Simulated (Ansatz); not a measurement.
**C₄H₇AlO: one species, many methods**

The task here is to estimate one member of a computed series from the others.

Computed with Ansatz 0.2.0, Gaussian basis. Level: functionals in def2-TZVPP, the program's frozen cores in correlated methods.

The runs, in order: PBE-D4, r2SCAN-D4, PBE0-D4, B3LYP-D4, ωB97X-V, ωB97M-V, B2PLYP; CCSD(T)/def2-TZVPP; MP2/def2-QZVPP; extrapolation to the limit.

## The relaxed structure

All runs share one geometry, relaxed beforehand with PBE0-D4 in a triple-zeta def2 set.

13 atoms, charge 0, spin multiplicity 1.

Atoms are counted from 1 here; the program's logs count them from 0.

Bond lengths: Al1–C2 1.962 Å, Al1–O6 1.940 Å, Al1–H7 1.587 Å, Al1–H8 1.585 Å, C2–C3 1.465 Å, C2–O6 1.522 Å, C2–H9 1.091 Å, C3–C4 1.329 Å, C3–H10 1.082 Å, C4–C5 1.493 Å, C4–H11 1.081 Å, C5–O6 1.443 Å, C5–H12 1.098 Å, C5–H13 1.094 Å. Angles: C2–Al1–O6 45.9°, C2–Al1–H7 115.6°, C2–Al1–H8 120.6°, O6–Al1–H7 109.3°, O6–Al1–H8 111.4°, H7–Al1–H8 123.7°, Al1–C2–C3 119.9°, Al1–C2–O6 66.3°, Al1–C2–H9 124.3°, C3–C2–O6 102.1°, C3–C2–H9 115.4°, O6–C2–H9 108.6°, C2–C3–C4 112.9°, C2–C3–H10 121.9°, C4–C3–H10 125.3°, C3–C4–C5 110.7°, C3–C4–H11 126.5°, C5–C4–H11 122.8° and more.

Set-up of the first run:

The input, in.yaml:

```yaml
crystal:
  periodic: [false, false, false]
  atoms:
    - {symbol: Al, position_ang: [-1.917508, -0.435243, -0.255426]}
    - {symbol: C, position_ang: [-0.540347, 0.945950, -0.463525]}
    - {symbol: C, position_ang: [0.762803, 0.599135, -1.037030]}
    - {symbol: C, position_ang: [1.506820, -0.138953, -0.219490]}
    - {symbol: C, position_ang: [0.797663, -0.373442, 1.073619]}
    - {symbol: O, position_ang: [-0.496054, 0.235271, 0.881124]}
    - {symbol: H, position_ang: [-1.526563, -1.878359, -0.786348]}
    - {symbol: H, position_ang: [-3.345518, -0.068067, 0.325468]}
    - {symbol: H, position_ang: [-0.706656, 2.010689, -0.290259]}
    - {symbol: H, position_ang: [1.055116, 0.921643, -2.027983]}
    - {symbol: H, position_ang: [2.495616, -0.525110, -0.423804]}
    - {symbol: H, position_ang: [1.290790, 0.102699, 1.931251]}
    - {symbol: H, position_ang: [0.644138, -1.431111, 1.307103]}
basis:
  gaussian: {orbitals: def2-TZVPP}
hamiltonian: {xc: pbe, dispersion: d4}
output: {forces: true, orbitals: {seedname: orbitals}}
```

Run with:

```
$ ansatz run in.yaml --threads 4 --pin off --events-out ev --progress --plain --max-ram 10444MiB
```

Among the steps run: PBE-D4 (GGA); r2SCAN-D4 (meta-GGA); PBE0-D4 (hybrid); B3LYP-D4 (hybrid); ωB97X-V (range-separated); ωB97M-V (range-separated); B2PLYP (double hybrid); CCSD(T) in def2-TZVPP; MP2 in def2-QZVPP.

One table of the session follows, with a row left open; its other results are not shown here.

```
            method  atomisation energy (kJ/mol)
            PBE-D4                       5246.4
         r2SCAN-D4                       5144.8
           PBE0-D4                       5150.3
          B3LYP-D4                       5108.6
           ωB97X-V                       5131.2
           ωB97M-V                       5133.7
            B2PLYP                       5058.5
     HF/def2-TZVPP                       3713.5
    MP2/def2-TZVPP                       5088.3
   CCSD/def2-TZVPP                       4901.0
CCSD(T)/def2-TZVPP                       4986.9
           MP2/CBS                            ?
       CCSD(T)/CBS                       5114.0
```

Q: Estimate the row for MP2/CBS from the others.

As computed: atomisation energy (kJ/mol): 5215.3. In the column «atomisation energy (kJ/mol)» it lies between PBE0-D4 (5150.3) and PBE-D4 (5246.4).

Limits of these values: Free atoms (1 Al, 4 C, 1 O, 7 H) were run apart at each level; the atomisation energy is their sum less the molecule, without zero-point or spin-orbit terms.
